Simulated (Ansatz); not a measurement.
# AlAsH (quartet): wave-function methods side by side, cc-pVTZ

An exercise on one series of results from a longer session: the logs are not shown, and one member is left open.

Method: cc-pVTZ, core rule «outside noble gas», up to 19 orbitals frozen; program: Ansatz 0.2.0, Gaussian basis.

The runs, in order: UHF; CCSD(T) on ROHF; CCSD(T) on UHF; BCCD(T) on ROHF; CCSDT(Q) on ROHF; CCSDT(Q) on UHF.

14 further runs of the same task are left out: 9 for a known fault of the program, 5 set aside as unsound or not needed.

### The system

The geometry is a PBE0/def2-TZVP stationary point (not a proven minimum). No spin-orbit coupling is included. The filled d shell of As may be among the frozen orbitals whatever the setting's name suggests; the logs give the count.

3 atoms, charge 0, spin multiplicity 4.

Atoms are counted from 1 here; the program's logs count them from 0.

Bond lengths: Al1–As2 2.506 Å, As2–H3 1.536 Å. Angles: Al1–As2–H3 97.9°.

Coordinates:

```xyz
3

Al    0.0000    0.0294    1.8508
As    0.0000   -0.0306   -0.6544
H     0.0000    1.4853   -0.9022
```

The first run:

File in.yaml:

```yaml
crystal:
  periodic: [false, false, false]
  atoms:
    - {symbol: Al, position_ang: [0.000000, 0.029431, 1.850804]}
    - {symbol: As, position_ang: [0.000000, -0.030581, -0.654394]}
    - {symbol: H, position_ang: [0.000000, 1.485283, -0.902155]}
basis:
  gaussian: {orbitals: cc-pVTZ}
magnetization: {spin_polarized: true, initial_magnetization: 3}
hamiltonian: {xc: hf}
output: {orbitals: {seedname: orbitals}}
```

Launch:

```bash
> ansatz run in.yaml --threads 1 --pin off --events-out ev --progress --plain --max-ram 4096MiB --backend cpu
```

Among the steps run: UHF; CCSD(T) on ROHF; CCSD(T) on UHF; BCCD(T) on ROHF; CCSDT(Q) on ROHF; CCSDT(Q) on UHF.

One table of the session follows, with a row left open; its other results are not shown here.

| method | from UCCSDT(Q) (meV) |
| --- | --- |
| ROHF | ? |
| UHF | +5123.7 |
| RMP2 | +1109.4 |
| UMP2 | +1116.3 |
| RCCSD | +302.3 |
| UCCSD | +284.0 |
| RCCSD(T) | +60.5 |
| UCCSD(T) | +55.6 |
| BCCD(T) | +59.8 |
| RCCSDT | +21.0 |
| UCCSDT | +13.5 |
| RCCSDT(Q) | +6.8 |
| UCCSDT(Q) | 0 |

Q: Estimate the row for ROHF from the others.

The run gave: from UCCSDT(Q) (meV): +5315.0. In the column «from UCCSDT(Q) (meV)» it is the highest.

With the free atoms at the same levels and basis (separate runs), the atomisation energy is 3.239 eV at UCCSDT(Q), 3.229 eV at RCCSD(T), 3.214 eV at UCCSD(T), 1.923 eV at ROHF.

To keep in mind: Restricted and unrestricted rows rest on different reference determinants; where their highest levels disagree by more than a few hundredths of an eV, they describe different states and don't form one ladder.
